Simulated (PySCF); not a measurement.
# Cl3Ga3H3N3 ((ClGaNH)3 ring): the cost of one run

Programs: PySCF 2.14.0, with density-fitted response routines of our own. Each step states its level of theory. These are calculated values for one molecule in the gas phase, unless marked as measured. Atoms count from 0, in the outputs and in this text.

### Step 1. The molecule as given

12 atoms, charge 0, multiplicity 1; geometry from: GFN2-xTB. The atoms were then displaced at random by about 0.03 Å, so the start is not that level's minimum.

Bonds of the start (Å): Ga0–Cl1 2.14, Ga0–N2 1.91, Ga0–N8 1.75, N2–Ga3 1.90, N2–H9 0.98, Ga3–Cl4 2.12, Ga3–N5 1.77, N5–Ga6 1.88, N5–H10 1.06, Ga6–Cl7 2.08, Ga6–N8 1.83, N8–H11 1.05.

### Step 2. Relaxing the molecule at PBE0-D3(BJ)/def2-SVP

The job: settings as JSON, then the geometry in Å.

```
{"job": {"xc": "PBE0", "basis": "def2-SVP", "d3": "d3bj", "grid": 1, "maxiter": 40, "shake": 0.03, "kind": "geom"}, "charge": 0, "multiplicity": 1}
Ga    -0.188070     1.150140    -1.330900
Cl    -0.371710     3.057630    -2.290760
N     -1.808270     0.427320    -0.611270
Ga    -1.310120    -0.514430     0.961270
Cl    -2.553700    -0.275010     2.656020
N      0.056150    -1.632760     0.930390
Ga     1.623710    -0.882470     0.216330
Cl     3.527090    -1.271220     0.957460
N      1.342090     0.321820    -1.127690
H     -2.593030     1.010570    -0.543490
H      0.196570    -2.205870     1.810530
H      2.194750     0.731530    -1.576910
```

On the command line:

```sh
$ OMP_NUM_THREADS=1 python probes_run.py task.json out
```

This one command runs all jobs of the session in turn.

Q: Estimate the wall time and peak memory of this first job on 1 thread of AMD EPYC, shared host.

About 24 min, with a peak of 1.5 GiB.
